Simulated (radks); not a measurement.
# Nuclear size and the levels of As

Aim: how the total energy, the levels and the density at the nucleus of As respond when the nuclear radius is scaled.

Method: Dirac Kohn-Sham, LDA (Slater exchange, Perdew-Wang correlation), spin-unpolarised, spherical densities, finite nucleus; open shells fill j = l - 1/2 first. Code: radks (a radial shooting solver on a logarithmic mesh, Libxc functionals) version 1.

### Step 1. Starting point

| Item | Value |
| --- | --- |
| element | arsenic (Z = 33) |
| charge | 0 |
| electrons | 33 |
| configuration | [Ar] 3d10 4s2 4p3 |
| nuclear rms radius | 4.0968 fm |

### Step 2. rms radius 4.0968 fm

Settings of this run:

```text
Z 33
configuration [Ar] 3d10 4s2 4p3 5s0 4d0
relativity Dirac
functional lda,pw
spin unpolarised
j_filling energy
nucleus finite rms 4.0968 fm
c 137.035999084
```

### Step 3. rms radius 3.3061 fm

Input: that of step 2 with these lines changed.

```diff
@@ -6,3 +6,3 @@
 j_filling energy
-nucleus finite rms 4.0968 fm
+nucleus finite rms 3.3061 fm
 c 137.035999084
```

### Step 4. rms radius 3.9247 fm

Input: that of step 3 with these lines changed.

```diff
@@ -6,3 +6,3 @@
 j_filling energy
-nucleus finite rms 3.3061 fm
+nucleus finite rms 3.9247 fm
 c 137.035999084
```

### Step 5. rms radius 4.4368 fm

Input: that of step 4 with these lines changed.

```diff
@@ -6,3 +6,3 @@
 j_filling energy
-nucleus finite rms 3.9247 fm
+nucleus finite rms 4.4368 fm
 c 137.035999084
```

### Step 6. rms radius 4.8957 fm

Input: that of step 5 with these lines changed.

```diff
@@ -6,3 +6,3 @@
 j_filling energy
-nucleus finite rms 4.4368 fm
+nucleus finite rms 4.8957 fm
 c 137.035999084
```

**Question.** What will these runs give? Wanted: for each run, rms radius; total energy shift; density at nucleus; 1s1/2 shift; 2s1/2 shift; 3s1/2 shift; 3p1/2 shift; 4s1/2 shift.

**Answer**, as computed:

| rms radius (fm) | total energy shift (eV) | density at nucleus (e/bohr³) | 1s1/2 shift (meV) | 2s1/2 shift (meV) | 3s1/2 shift (meV) | 3p1/2 shift (meV) | 4s1/2 shift (meV) |
| --- | --- | --- | --- | --- | --- | --- | --- |
| 3.3061 | -0.138 | 3.59e+04 | -58.7 | -5.77 | -0.876 | 0.0863 | -0.0730 |
| 3.9247 | -0.0324 | 3.549e+04 | -13.8 | -1.35 | -0.206 | 0.0203 | -0.0171 |
| 4.0968 | 0 | 3.538e+04 | 0 | 0 | 0 | 0 | 0 |
| 4.4368 | 0.0678 | 3.519e+04 | 28.8 | 2.84 | 0.430 | -0.0424 | 0.0359 |
| 4.8957 | 0.167 | 3.496e+04 | 71.1 | 7.00 | 1.06 | -0.105 | 0.0885 |

What this shows: Shifts are against the first run. Over the range the 1s1/2 level moves by 0.130 eV and the 4s1/2 level by 0.162 meV. A larger nucleus binds the 1s electrons less and lowers the density at its centre. These are shifts of eigenvalues, not the field shifts of spectral lines.
